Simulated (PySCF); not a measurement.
**How the numerical set-up moves the result for ClSn2⁺**

Which parts of the numerical set-up matter for ClSn2⁺? Each run edits the base script.

Program: PySCF 2.14.0. Level of theory: method and basis as typed in the scripts. These are calculated values, not measurements.

1 further run of the same task is left out (it didn't finish).

### 1 Where the work starts

ClSn2⁺: 3 atoms, charge 1, spin multiplicity 1.

Bond lengths: Cl1–Sn2 2.572 Å, Cl1–Sn3 2.572 Å, Sn2–Sn3 3.025 Å. Angles: Sn2–Cl1–Sn3 72.0°, Cl1–Sn2–Sn3 54.0°, Cl1–Sn3–Sn2 54.0°.

### 2 The base run

Contents of input.py:

```python
from pyscf import gto, dft
from pyscf.geomopt.geometric_solver import optimize

mol = gto.M(
    atom='Cl 0 0 -1.8156; Sn 1.5124 0 0.2649; Sn -1.5124 0 0.2649',
    basis='lanl2dz',
    ecp={'Cl': 'lanl2dz', 'Sn': 'lanl2dz'},
    charge=1,
    spin=0,
    verbose=4,
)
mf = dft.RKS(mol, xc='lc_wpbe')
mf.kernel()
g = mf.nuc_grad_method()
g.grid_response = True
mol_eq = optimize(g.as_scanner(), maxsteps=30)
print('optimised geometry (angstrom)')
print(mol_eq.tostring('raw'))
print('orbital energies (hartree):', mf.mo_energy[..., max(0, mol.nelec[1]-3):mol.nelec[0]+3].round(4))
```

On the command line:

```
OMP_NUM_THREADS=1 python input.py
```

Its log is not repeated here.

In short: at the starting geometry E(SCF) = -21.482583 Eh, 10 cycles; the optimisation lowers the energy by 0.026 eV.

### 3 Density fitting def2-universal-jkfit

Edit 1 changes density fitting: none → def2-universal-jkfit.

Contents of input.py:

```python
from pyscf import gto, dft
from pyscf.geomopt.geometric_solver import optimize

mol = gto.M(
    atom='Cl 0 0 -1.8156; Sn 1.5124 0 0.2649; Sn -1.5124 0 0.2649',
    basis='lanl2dz',
    ecp={'Cl': 'lanl2dz', 'Sn': 'lanl2dz'},
    charge=1,
    spin=0,
    verbose=4,
)
mf = dft.RKS(mol, xc='lc_wpbe')
mf = mf.density_fit(auxbasis='def2-universal-jkfit')
mf.kernel()
g = mf.nuc_grad_method()
g.grid_response = True
mol_eq = optimize(g.as_scanner(), maxsteps=30)
print('optimised geometry (angstrom)')
print(mol_eq.tostring('raw'))
print('orbital energies (hartree):', mf.mo_energy[..., max(0, mol.nelec[1]-3):mol.nelec[0]+3].round(4))
```

On the command line:

```
OMP_NUM_THREADS=1 python input.py
```

### 4 Integration grid 2

Edit 2 changes integration grid: default → 2.

input.py, as its differences from that of step 2:

```diff
@@ -12,2 +12,3 @@
 mf = dft.RKS(mol, xc='lc_wpbe')
+mf.grids.level = 2
 mf.kernel()
```

### 5 Density fitting auto

Edit 3 changes density fitting: none → auto.

input.py, as its differences from that of step 2:

```diff
@@ -12,2 +12,3 @@
 mf = dft.RKS(mol, xc='lc_wpbe')
+mf = mf.density_fit()
 mf.kernel()
```

**Question.** What will these runs give? Wanted: for each run, E(SCF); from base; gap; after the SCF.

The runs gave:

```csv
run,E(SCF) (hartree),from base (eV),cycles,gap (eV),functions,after the SCF
base,-21.482583,0,10,5.87,24,-0.026 eV
density fitting def2-universal-jkfit,-21.482587,not comparable,10,5.87,24,-0.026 eV
integration grid 2,-21.482569,+0.0004,10,5.87,24,-0.026 eV
density fitting auto,-21.483996,-0.0384,10,5.88,24,-0.025 eV
```

SCF columns refer to the geometry typed in the script.

What this shows: The largest comparable shift of the SCF energy, -0.038 eV, comes with the run “density fitting auto”. Rows marked «poor choice» come from settings spoiled on purpose.
